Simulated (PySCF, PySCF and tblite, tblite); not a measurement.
# C4H10Si: a path driven as ring inversion, and NMR exchange

Aim: the barrier and rate of ring inversion in C4H10Si (`C1CC[SiH2]C1`), and what it does to NMR lines.

Computed with tblite 0.8.0 (tight binding) and PySCF 2.14.0 (DFT, with response routines of our own); each step states its level. Atoms count from 0 throughout.

### 1 The starting structure

15 atoms, charge 0, multiplicity 1; geometry from: force field or distance geometry start.

Bonds of the start (Å): C0–C1 1.55, C0–C4 1.53, C0–H5 1.09, C0–H6 1.09, C1–C2 1.54, C1–H7 1.09, C1–H8 1.09, C2–H10 1.10, C2–H9 1.10, C2–Si3 1.91, C4–H13 1.11, C4–H14 1.09, Si3–C4 1.92, Si3–H11 1.49, Si3–H12 1.47.

### 2 GFN2-xTB relaxation, start minimum

What the job is given:

```
{"job": {"xc": "GFN2-xTB", "basis": "xTB", "kind": "relax"}, "charge": 0, "multiplicity": 1}
C      0.190400    -1.303500    -0.066900
C     -1.062900    -0.536600    -0.575100
C     -1.152800     0.771700     0.233200
Si     0.646300     1.369600     0.454200
C      1.374100    -0.326800    -0.072300
H      0.384400    -2.176600    -0.693000
H      0.004200    -1.658300     0.951700
H     -0.942400    -0.320600    -1.631900
H     -1.961400    -1.143500    -0.442400
H     -1.771300     1.517300    -0.292300
H     -1.603700     0.587600     1.214100
H      0.931700     1.662400     1.889000
H      1.009600     2.440300    -0.481300
H      1.776800    -0.226900    -1.098000
H      2.172500    -0.648300     0.589000
```

Run with:

```sh
$ OMP_NUM_THREADS=1 python ens_run.py task.json out
```

One launch serves the whole session.

Log:

```text
step      E/eV     max force
  0    -418.61349    0.928
  1    -418.63901    0.326
  2    -418.64941    0.216
  3    -418.65644    0.169
  4    -418.65965    0.112
  5    -418.66200    0.117
  6    -418.66444    0.134
  7    -418.66665    0.133
  8    -418.66764    0.071
  9    -418.66795    0.054
 10    -418.66814    0.043
 11    -418.66836    0.054
 12    -418.66856    0.043
 13    -418.66867    0.024
 14    -418.66875    0.024
 15    -418.66883    0.038
 16    -418.66892    0.040
 17    -418.66899    0.021
 18    -418.66904    0.017
 19    -418.66908    0.021
 20    -418.66914    0.034
 21    -418.66920    0.031
 22    -418.66926    0.018
 23    -418.66932    0.019
 24    -418.66939    0.029
 25    -418.66946    0.037
 26    -418.66952    0.024
 27    -418.66954    0.010
 28    -418.66956    0.009
 29    -418.66957    0.018
 30    -418.66959    0.022
 31    -418.66962    0.016
 32    -418.66963    0.006
 33    -418.66963    0.005
 34    -418.66963    0.005
 35    -418.66964    0.005
 36    -418.66964    0.003
```

It took 0.29 s on 1 thread of Arm Neoverse N1, shared host.

Gain 0.056 eV; displacement 0.04 Å root mean square.

### 3 Relaxed scan, ring torsion 1 driven

What the job is given:

```
{"job": {"xc": "GFN2-xTB", "basis": "xTB", "coordinate": [["t", [0, 1, 2, 3], 1.0]], "kind": "drive"}, "charge": 0, "multiplicity": 1}
C      0.181950    -1.286139    -0.060486
C     -1.044730    -0.531370    -0.565072
C     -1.160745     0.769993     0.232910
Si     0.640409     1.352020     0.461314
C      1.371739    -0.322889    -0.082402
H      0.374388    -2.174598    -0.666294
H     -0.000471    -1.614300     0.965568
H     -0.906586    -0.297064    -1.623225
H     -1.947009    -1.140191    -0.472794
H     -1.805350     1.483203    -0.277572
H     -1.622942     0.564467     1.199336
H      0.952779     1.699625     1.850750
H      1.013517     2.450896    -0.434203
H      1.767775    -0.256472    -1.096677
H      2.180862    -0.689193     0.546935
```

Log:

```text
point  coordinate     E/eV
  0     23.300     -418.63700
  1      8.200     -418.57263
  2     -7.200     -418.51414
  3    -22.600     -418.48493
  4    -38.000     -418.66938
```

Run time: 1.6 s. Hardware: 1 thread of Arm Neoverse N1, shared host.

The highest point is number 3, 3.5 kcal/mol above the first.

### 4 Nudged elastic band, leg 1

Changed since step 3:

```diff
@@ -1,2 +1,2 @@
-{"job": {"xc": "GFN2-xTB", "basis": "xTB", "coordinate": [["t", [0, 1, 2, 3], 1.0]], "kind": "drive"}, "charge": 0, "multiplicity": 1}
+{"job": {"xc": "GFN2-xTB", "basis": "xTB", "kind": "neb"}, "charge": 0, "multiplicity": 1}
 C      0.181950    -1.286139    -0.060486
```

Log:

```text
image   E - E0 / eV
  0       0.0000
  1       0.0379
  2       0.1246
  3       0.1837
  4       0.1718
  5       0.0785
  6       0.0000
```

Run time: 1.9 s. Hardware: 1 thread of Arm Neoverse N1, shared host.

The highest point is number 3, 4.2 kcal/mol above the first.

### 5 Saddle search, leg 1

What the job is given:

```
{"job": {"xc": "GFN2-xTB", "basis": "xTB", "kind": "saddle"}, "charge": 0, "multiplicity": 1}
C      0.273314    -1.278174    -0.168408
C     -1.136160    -0.645240    -0.218858
C     -1.077831     0.886501    -0.122429
Si     0.593000     1.282595     0.691904
C      1.371421    -0.209534    -0.188849
H      0.405961    -1.977743    -0.996078
H      0.368798    -1.854887     0.753735
H     -1.652418    -0.941815    -1.134061
H     -1.724239    -1.031561     0.615496
H     -1.093295     1.318999    -1.124502
H     -1.954369     1.271561     0.393814
H      0.571913     1.137144     2.151641
H      1.158602     2.577803     0.312541
H      1.608585     0.060815    -1.219539
H      2.286716    -0.596464     0.253593
```

Log:

```text
step      E/eV     max force
  0    -418.48592   0.0161
  1    -418.48468   0.0860
  2    -418.48593   0.0216
  3    -418.48551   0.0243
  4    -418.48516   0.0239
  5    -418.48520   0.0071
  6    -418.48520   0.0000
lowest wavenumbers (cm-1): -122.0 143.1 364.3 488.0 493.3 571.9
```

Wall time 3 s (1 thread of Arm Neoverse N1, shared host).

Point group Cs; 1 imaginary mode, 122i cm⁻¹, carried by C0, C1, H6, H8. Steps downhill from it reached both ends.

### 6 DFT refinement, start: PBE0-D3(BJ)/def2-SVP

What the job is given:

```
{"job": {"xc": "PBE0", "basis": "def2-SVP", "kind": "refine"}, "charge": 0, "multiplicity": 1}
C      0.181950    -1.286139    -0.060486
C     -1.044730    -0.531370    -0.565072
C     -1.160745     0.769993     0.232910
Si     0.640409     1.352020     0.461314
C      1.371739    -0.322889    -0.082402
H      0.374388    -2.174598    -0.666294
H     -0.000471    -1.614300     0.965568
H     -0.906586    -0.297064    -1.623225
H     -1.947009    -1.140191    -0.472794
H     -1.805350     1.483203    -0.277572
H     -1.622942     0.564467     1.199336
H      0.952779     1.699625     1.850750
H      1.013517     2.450896    -0.434203
H      1.767775    -0.256472    -1.096677
H      2.180862    -0.689193     0.546935
```

Log:

```text
step      E/eV     max force
  0    -12175.23241   1.0864
  1    -12175.29019   0.1482
  2    -12175.29200   0.0194
  3    -12175.29213   0.0108
```

It took 50 s on 1 thread of Arm Neoverse N1, shared host; peak memory 0.55 GiB.

Relaxing gained 0.060 eV and moved the atoms by 0.03 Å on average (rms).

**DFT refinement, saddle of leg 1: PBE0-D3(BJ)/def2-SVP**

What the job is given:

```
{"job": {"xc": "PBE0", "basis": "def2-SVP", "kind": "refine"}, "charge": 0, "multiplicity": 1}
C      0.271954    -1.279192    -0.209985
C     -1.139411    -0.646664    -0.194854
C     -1.082795     0.885398    -0.128326
Si     0.587119     1.293711     0.679615
C      1.378913    -0.217855    -0.154848
H      0.396270    -1.905578    -1.095509
H      0.372078    -1.933553     0.657743
H     -1.705395    -0.963585    -1.073027
H     -1.678946    -1.014448     0.679677
H     -1.106835     1.301405    -1.136851
H     -1.956409     1.276086     0.389209
H      0.557258     1.191910     2.142389
H      1.157905     2.577217     0.267995
H      1.687252     0.049151    -1.166974
H      2.261041    -0.614003     0.343747
```

Log:

```text
step      E/eV     max force
  0    -12175.04311   1.3249
  1    -12175.11131   0.1328
  2    -12175.11207   0.1061
  3    -12175.11396   0.0152
  4    -12175.11397   0.0037
```

It took 66 s on 1 thread of Arm Neoverse N1, shared host; peak memory 0.58 GiB.

Relaxing gained 0.071 eV and moved the atoms by 0.04 Å on average (rms).

### 7 Shieldings, start: PBE0/pcSseg-1 in methanol

What the job is given:

```
{"job": {"kind": "nmr", "xc": "PBE0", "basis": "pcSseg-1", "solvent": "methanol", "pop": false}, "charge": 0, "multiplicity": 1}
C      0.183994    -1.292717    -0.066592
C     -1.052402    -0.536791    -0.562890
C     -1.177446     0.777655     0.225209
Si     0.628796     1.327391     0.452932
C      1.386445    -0.334390    -0.077093
H      0.371583    -2.196825    -0.668888
H     -0.001006    -1.639659     0.965854
H     -0.924905    -0.311192    -1.636848
H     -1.961596    -1.154921    -0.481414
H     -1.820602     1.517118    -0.274599
H     -1.618937     0.587759     1.218362
H      0.948268     1.715155     1.863251
H      1.031780     2.463248    -0.435237
H      1.785561    -0.232563    -1.100648
H      2.216053    -0.681279     0.556689
```

Log:

```text
coarse grid: 12168 points
cycle   1  E = -447.5201403246  dE =  2.768e-01  |g| = 3.961e-01  |ddm| = 3.278e+00
cycle   2  E = -447.4989265290  dE =  2.121e-02  |g| = 4.900e-01  |ddm| = 7.595e-01
cycle   3  E = -447.5627762905  dE = -6.385e-02  |g| = 2.894e-02  |ddm| = 4.429e-01
cycle   4  E = -447.5629604921  dE = -1.842e-04  |g| = 7.836e-03  |ddm| = 3.522e-02
cycle   5  E = -447.5629729063  dE = -1.241e-05  |g| = 2.569e-03  |ddm| = 1.070e-02
cycle   6  E = -447.5629745976  dE = -1.691e-06  |g| = 4.961e-04  |ddm| = 2.625e-03
final grid: 110480 points
cycle   7  E = -447.5936678088  dE = -2.323e-05  |g| = 6.883e-03  |ddm| = 2.226e-02
cycle   8  E = -447.5936598654  dE =  7.943e-06  |g| = 8.857e-03  |ddm| = 1.334e-02
cycle   9  E = -447.5936804394  dE = -2.057e-05  |g| = 2.775e-04  |ddm| = 7.422e-03
cycle  10  E = -447.5936804537  dE = -1.423e-08  |g| = 4.733e-05  |ddm| = 3.159e-04
cycle  11  E = -447.5936804542  dE = -4.944e-10  |g| = 1.920e-05  |ddm| = 6.997e-05
converged SCF energy = -447.5936804542

GIAO shielding tensors (ppm)
atom      isotropic    diamagn.    paramagn.     s11        s22        s33       span
  0 C      154.286     247.790     -93.504    133.724    158.842    170.291     36.567
  1 C      154.284     247.783     -93.499    133.723    158.843    170.285     36.562
  2 C      176.085     251.867     -75.782    160.786    170.120    197.348     36.562
  3 Si     377.838     879.177    -501.339    323.097    376.982    433.434    110.337
  4 C      176.075     251.863     -75.788    160.783    170.112    197.329     36.546
  5 H       29.257      29.831      -0.574     23.810     27.181     36.778     12.968
  6 H       30.148      30.943      -0.795     25.437     28.026     36.981     11.544
  7 H       30.148      30.939      -0.792     25.436     28.026     36.981     11.545
  8 H       29.257      29.829      -0.573     23.811     27.181     36.778     12.967
  9 H       30.271      29.546       0.725     25.479     27.164     38.169     12.691
 10 H       30.583      30.301       0.282     25.764     27.600     38.386     12.622
 11 H       27.260      28.513      -1.253     23.981     24.725     33.074      9.092
 12 H       27.259      28.511      -1.252     23.980     24.723     33.073      9.092
 13 H       30.584      30.300       0.283     25.766     27.600     38.386     12.620
 14 H       30.271      29.548       0.723     25.480     27.164     38.169     12.689
```

It took 20 s on 1 thread of Arm Neoverse N1, shared host; peak memory 0.76 GiB.

In short: HOMO -8.01 eV, LUMO 1.19 eV; dipole 0.84 D.

### 8 Shieldings, saddle of leg 1: PBE0/pcSseg-1 in methanol

What the job is given:

```
{"job": {"kind": "nmr", "xc": "PBE0", "basis": "pcSseg-1", "solvent": "methanol", "pop": false}, "charge": 0, "multiplicity": 1}
C      0.277269    -1.283037    -0.199734
C     -1.145608    -0.645177    -0.184151
C     -1.097948     0.895593    -0.140909
Si     0.573449     1.263909     0.655616
C      1.396395    -0.222307    -0.167488
H      0.395703    -1.940384    -1.075653
H      0.384774    -1.939027     0.678488
H     -1.731196    -0.987650    -1.051834
H     -1.690535    -1.008157     0.701544
H     -1.071939     1.318448    -1.160348
H     -1.976810     1.327563     0.359687
H      0.531448     1.134127     2.148009
H      1.165873     2.594060     0.312352
H      1.676683     0.086864    -1.189564
H      2.312442    -0.594825     0.313985
```

Log:

```text
coarse grid: 12168 points
cycle   1  E = -447.5136204978  dE =  2.653e-01  |g| = 3.945e-01  |ddm| = 3.300e+00
cycle   2  E = -447.4934219049  dE =  2.020e-02  |g| = 4.844e-01  |ddm| = 7.684e-01
cycle   3  E = -447.5559902220  dE = -6.257e-02  |g| = 2.898e-02  |ddm| = 4.456e-01
cycle   4  E = -447.5561766619  dE = -1.864e-04  |g| = 7.128e-03  |ddm| = 3.473e-02
cycle   5  E = -447.5561868239  dE = -1.016e-05  |g| = 2.353e-03  |ddm| = 9.942e-03
cycle   6  E = -447.5561882513  dE = -1.427e-06  |g| = 4.590e-04  |ddm| = 2.529e-03
final grid: 110480 points
cycle   7  E = -447.5870911734  dE = -2.239e-05  |g| = 7.472e-03  |ddm| = 2.177e-02
cycle   8  E = -447.5870819486  dE =  9.225e-06  |g| = 9.584e-03  |ddm| = 1.479e-02
cycle   9  E = -447.5871060914  dE = -2.414e-05  |g| = 2.764e-04  |ddm| = 8.131e-03
cycle  10  E = -447.5871061057  dE = -1.432e-08  |g| = 5.083e-05  |ddm| = 3.006e-04
cycle  11  E = -447.5871061063  dE = -5.350e-10  |g| = 2.457e-05  |ddm| = 7.895e-05
converged SCF energy = -447.5871061063

GIAO shielding tensors (ppm)
atom      isotropic    diamagn.    paramagn.     s11        s22        s33       span
  0 C      160.876     246.877     -86.001    131.685    173.978    176.966     45.281
  1 C      160.893     246.881     -85.988    131.702    173.993    176.983     45.280
  2 C      175.739     251.780     -76.041    158.358    175.870    192.990     34.632
  3 Si     378.644     879.362    -500.717    320.378    387.069    428.486    108.109
  4 C      175.741     251.784     -76.043    158.347    175.871    193.007     34.660
  5 H       29.308      29.916      -0.608     23.400     27.858     36.665     13.265
  6 H       29.634      30.354      -0.720     23.883     28.401     36.618     12.735
  7 H       29.311      29.919      -0.608     23.403     27.861     36.669     13.267
  8 H       29.635      30.355      -0.720     23.882     28.403     36.620     12.738
  9 H       30.497      30.464       0.034     25.804     27.563     38.126     12.322
 10 H       30.333      29.433       0.900     25.402     27.283     38.313     12.911
 11 H       27.450      28.724      -1.274     24.316     24.834     33.200      8.884
 12 H       27.076      28.456      -1.380     23.934     24.284     33.010      9.077
 13 H       30.496      30.463       0.033     25.801     27.562     38.124     12.323
 14 H       30.332      29.431       0.900     25.401     27.283     38.312     12.911
```

It took 19 s on 1 thread of Arm Neoverse N1, shared host; peak memory 0.76 GiB.

In short: HOMO -7.92 eV, LUMO 1.20 eV; dipole 0.79 D.

### 9 The path in numbers

What the job is given:

```
{"job": {"smiles": "C1CC[SiH2]C1", "charge": 0, "mult": 1, "motion": "ring", "what": "5-membered ring", "atoms": [0, 1, 2, 3, 4], "ring": [0, 1, 2, 3, 4], "study": "path", "level": {"kind": "nmr", "xc": "PBE0", "basis": "pcSseg-1", "solvent": "methanol"}, "fields": [60, 100, 700], "first": 1, "seed": 485, "refine": {"xc": "PBE0", "basis": "def2-SVP"}, "kind": "path"}, "charge": 0, "multiplicity": 1}
C      0.181950    -1.286139    -0.060486
C     -1.044730    -0.531370    -0.565072
C     -1.160745     0.769993     0.232910
Si     0.640409     1.352020     0.461314
C      1.371739    -0.322889    -0.082402
H      0.374388    -2.174598    -0.666294
H     -0.000471    -1.614300     0.965568
H     -0.906586    -0.297064    -1.623225
H     -1.947009    -1.140191    -0.472794
H     -1.805350     1.483203    -0.277572
H     -1.622942     0.564467     1.199336
H      0.952779     1.699625     1.850750
H      1.013517     2.450896    -0.434203
H      1.767775    -0.256472    -1.096677
H      2.180862    -0.689193     0.546935
```

Log:

```text
stationary points (kcal/mol above the start)
  n  kind          group   xTB      DFT    lowest mode
  0  minimum      C2       0.00     0.00     120.0
  1  saddle       Cs       4.25     4.15    -122.0
  2  minimum      C2       0.00     0.00     119.9

GFN2-xTB energies: T/K, barrier G, reaction G (kcal/mol), k forward, k back (1/s)
 150.00     4.14     0.00   5.85e+06    5.9e+06
 200.00     4.18     0.00   2.23e+08   2.25e+08
 250.00     4.25     0.00   2.02e+09   2.03e+09
 298.15     4.32     0.00   8.41e+09   8.44e+09
 350.00     4.42     0.00   2.53e+10   2.54e+10
 400.00     4.53     0.00   5.61e+10   5.63e+10
 500.00     4.77     0.00   1.71e+11   1.72e+11

PBE0-D3(BJ)/def2-SVP energies: T/K, barrier G, reaction G (kcal/mol), k forward, k back (1/s)
 150.00     3.99     0.00   9.52e+06   9.59e+06
 200.00     4.04     0.00   3.22e+08   3.23e+08
 250.00     4.10     0.00    2.7e+09   2.71e+09
 298.15     4.18     0.00   1.07e+10   1.08e+10
 350.00     4.28     0.00   3.12e+10   3.13e+10
 400.00     4.38     0.00   6.74e+10   6.75e+10
 500.00     4.62     0.00   1.98e+11   1.99e+11

PBE0/pcSseg-1 + D3(BJ), IEF-PCM methanol energies: T/K, barrier G, reaction G (kcal/mol), k forward, k back (1/s)
 150.00     4.03     0.00    8.3e+06   8.37e+06
 200.00     4.08     0.00    2.9e+08   2.92e+08
 250.00     4.14     0.00   2.49e+09    2.5e+09
 298.15     4.22     0.00      1e+10   1.01e+10
 350.00     4.32     0.00   2.94e+10   2.95e+10
 400.00     4.42     0.00    6.4e+10   6.41e+10
 500.00     4.67     0.00    1.9e+11   1.91e+11
```

Wall time 2.8 min (1 thread of Arm Neoverse N1, shared host); peak memory 0.76 GiB. This counts the whole study up to here.

Barriers by level (kcal/mol; entropies in cal/(mol K)). Zero-point and thermal terms come from xTB in every row. ΔG‡ leaves symmetry out; the rate counts equivalent paths (a factor of 2); effective ΔG‡, where given, is the barrier that would give that rate by Eyring's equation alone:

```
                                   level   ΔE‡  with zero-point   ΔH‡   ΔS‡  ΔG‡ (298 K)  ΔE of reaction  k at 298 K (1/s)  effective ΔG‡
                                GFN2-xTB  4.25             4.09  3.77  -1.9         4.32            0.00           8.4e+09           3.91
                    PBE0-D3(BJ)/def2-SVP  4.11             3.95  3.62  -1.9         4.18            0.00           1.1e+10           3.77
PBE0/pcSseg-1 + D3(BJ), IEF-PCM methanol  4.15             3.99  3.66  -1.9         4.22            0.00             1e+10           3.81
```

Sites that the driver pairs across this motion, and where their lines would merge (no couplings; faster rotations or exchange between molecules can average them sooner):

```
nucleus           sites: shielding (ppm)  proton frequency (MHz)  spread (Hz)  coalescence (K)  lines at 298 K
$^{1}$H     H5, H8: 29.26; H6, H7: 30.15                      60           54               84               1
$^{1}$H     H5, H8: 29.26; H6, H7: 30.15                     100           89               85               1
$^{1}$H     H5, H8: 29.26; H6, H7: 30.15                     700          624               93               1
$^{1}$H  H9, H14: 30.27; H10, H13: 30.58                      60           19               80               1
$^{1}$H  H9, H14: 30.27; H10, H13: 30.58                     100           31               82               1
$^{1}$H  H9, H14: 30.27; H10, H13: 30.58                     700          219               88               1
```

### 10 Results

```
                                          quantity                              value
barrier (PBE0/pcSseg-1 + D3(BJ), IEF-PCM methanol)   ΔE‡ 4.2, ΔG‡(298 K) 4.2 kcal/mol
                                barrier (GFN2-xTB)                   ΔE‡ 4.2 kcal/mol
                                     rate at 298 K                          1e+10 s⁻¹
                                   end of the path  the start, renumbered or mirrored
                         coalescence of $^{1}$H H5                    93 K at 700 MHz
```

**Reading.** The barrier is 4.2 kcal/mol at the DFT level (xTB: 4.2); with thermal terms and the count of paths the DFT value gives a rate of 1e+10 s⁻¹ at 298 K. An error of 1.4 kcal/mol changes that rate tenfold. The $^{1}$H lines of H5 and its partners, 624 Hz apart at 700 MHz, merge at 93 K, so by this path alone the exchange at 298 K is fast for them; other paths were not followed.
